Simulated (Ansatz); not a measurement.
Working through a rigid scan of one bond length of GeH2, SMILES [GeH2]

With the Ansatz DFT code, driven from Python.

Run as a notebook:

**Cell 1**
```python
import ansatz
from ase import Atoms
import numpy as np

atoms = Atoms(["Ge", "H", "H"], positions=[
    [-0.5953, 0.42319, -0.27532],
    [0.78114, 0.70712, 0.50384],
    [-0.18584, -1.1303, -0.22853],
])
mol = ansatz.Crystal.molecule_from_ase(atoms)
```

**Cell 2**
```python
symbols = [site.symbol for site in mol.cartesian_sites]
start = np.array([site.position_ang for site in mol.cartesian_sites])
axis = (start[1] - start[0]) / np.linalg.norm(start[1] - start[0])
moving = [1]
lengths, energies = [1.37, 1.48, 1.61, 1.77, 2.01, 2.41, 2.89, 3.54], []
for length in lengths:
    xyz = start.copy()
    xyz[moving] += (length - np.linalg.norm(start[1] - start[0])) * axis
    point = ansatz.Crystal.molecule()
    for symbol, place in zip(symbols, xyz):
        point = point.atom(symbol, place.tolist())
    calc = (
        point.calculation()
        .basis(gaussian="def2-SVP")
        .correlation("ccsd_t")
        .accuracy("medium")
    )
    r = calc.run(threads=1, pin="off").report
    energies.append(r["free_energy_ev"])
    print(f"r = {length:6.3f} A  E = {energies[-1]:.5f} eV  <S^2> = {abs(r['mean_field']['state']['spin_squared']):.3f}")
```
Output:
```text
r =  1.370 A  E = -56502.56498 eV  <S^2> = 0.000
r =  1.480 A  E = -56502.93697 eV  <S^2> = 0.000
r =  1.610 A  E = -56503.03020 eV  <S^2> = 0.000
r =  1.770 A  E = -56502.85502 eV  <S^2> = 0.000
r =  2.010 A  E = -56502.33560 eV  <S^2> = 0.000
r =  2.410 A  E = -56501.40035 eV  <S^2> = 0.000
r =  2.890 A  E = -56500.62543 eV  <S^2> = 0.000
RunWarning: these amplitudes may be one of several solutions (largest doubles amplitude 0.65, level shift 2.99 eV)
r =  3.540 A  E = -56500.28664 eV  <S^2> = 0.000
```

**Cell 3**
```python
print("energy above the lowest point (eV):", [round(e - min(energies), 3) for e in energies])
```
Output:
```text
energy above the lowest point (eV): [0.465, 0.093, 0.0, 0.175, 0.695, 1.63, 2.405, 2.744]
```

Notes:
- These settings explore the input space; basis and method may be short of convergence.
- Warnings are shown shortened and without file and line.
- The rest of the molecule is held rigid at a force-field or estimated start geometry, and the basis set is modest; single-reference methods fail as a bond breaks.
- The orbitals are restricted, so S² is zero by construction.
- Toward dissociation an unrestricted state can lie under the restricted one, by tenths of an eV for polar bonds under a functional and by 1 to 2 eV or more for others.
- S² is that of the Hartree-Fock reference.
- Wall time of the script: 7.5 s on 1 thread of Arm Neoverse V1, on a shared host, peak memory 0.17 GiB.

(Lines on the test bed's own set-up are left out of the output.)
